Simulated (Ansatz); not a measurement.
# GaSb: the cost of one run

Program: Ansatz 0.2.0. Level of theory: DFT PBEsol with spin–orbit coupling, plane waves, PAW. These are calculated values, not measurements.

The COD entry's cell or inner coordinates are ideal or old and differ from later refinements, so a difference from it is no clean test against experiment.

2 further runs of the same task are left out: 2 set aside as unsound or not needed.

## (1) The system as given

It takes space group F-43m (No. 216, cubic). The conventional cell has a = 6.118 Å, b = 6.118 Å, c = 6.118 Å, α = 90.00°, β = 90.00°, γ = 90.00°. Around Ga (site symmetry -43m) lie 4 Sb at 2.65 Å. Sb (site symmetry -43m) is surrounded by 4 Ga at 2.65 Å.

Coordinates:

```
CELL_PARAMETERS angstrom
0.00000 3.05900 3.05900
3.05900 0.00000 3.05900
3.05900 3.05900 0.00000
ATOMIC_POSITIONS crystal
Ga 0.00000 0.00000 0.00000
Sb 0.75000 0.75000 0.75000
```

The cell is the deposited one, not relaxed. At PBEsol, without spin–orbit coupling, an earlier run found -0.17 GPa for this cell of 28.625 Å³/atom (10×10×10 mesh), metallic.

## (2) Spin-orbit coupling: bands, spin texture, Fermi surface

Input file input.yaml:

```yaml
crystal:
  lattice:
    - [0.0, 3.0590005565, 3.0590005565]
    - [3.0590005565, 0.0, 3.0590005565]
    - [3.0590005565, 3.0590005565, 0.0]
  atoms:
    - { symbol: Ga, position: [0.0, 0.0, 0.0] }
    - { symbol: Sb, position: [0.75, 0.75, 0.75] }
basis:
  ecutwfc: 420
  ecutrho_ratio: 4
kpoints:
  mp_grid: { grid: [8, 8, 8] }
  band_path:
    path:
      - [[0.0, 0.0, 0.0], [-0.5, -0.5, 0.0], [-0.375, -0.375, 0.25]]
      - [[-0.375, 0.0, 0.375], [0.0, 0.0, 0.0], [0.0, 0.0, 0.5], [-0.5, -0.25, 0.25], [-0.5, -0.5, 0.0]]
    npoints: 10
hamiltonian:
  xc: pbesol
scf:
  occupations: { method: gaussian, width: 0.05 }
output:
  forces: true
  stress: true
  eigenvalues: true
  populations: true
  eigenstates:
    nscf_kmesh: { grid: [14, 14, 14] }
    de_dk: true
    e_range: [-2.5, 2.5]
  write_density: true
  write_potential: true
  elf: true
  volumetric_format: npy
magnetization:
  noncollinear: true
  spin_orbit: true
```

Launch:

```
$ ansatz run input.yaml --threads 4 --pin off --max-ram 9216MiB --backend cpu --events-out ev --progress --plain --runs-dir out
```

Q: Estimate wall time and peak memory on 4 threads of AMD EPYC (Zen 3), shared host.

About 31 s, with a peak of 0.66 GiB.
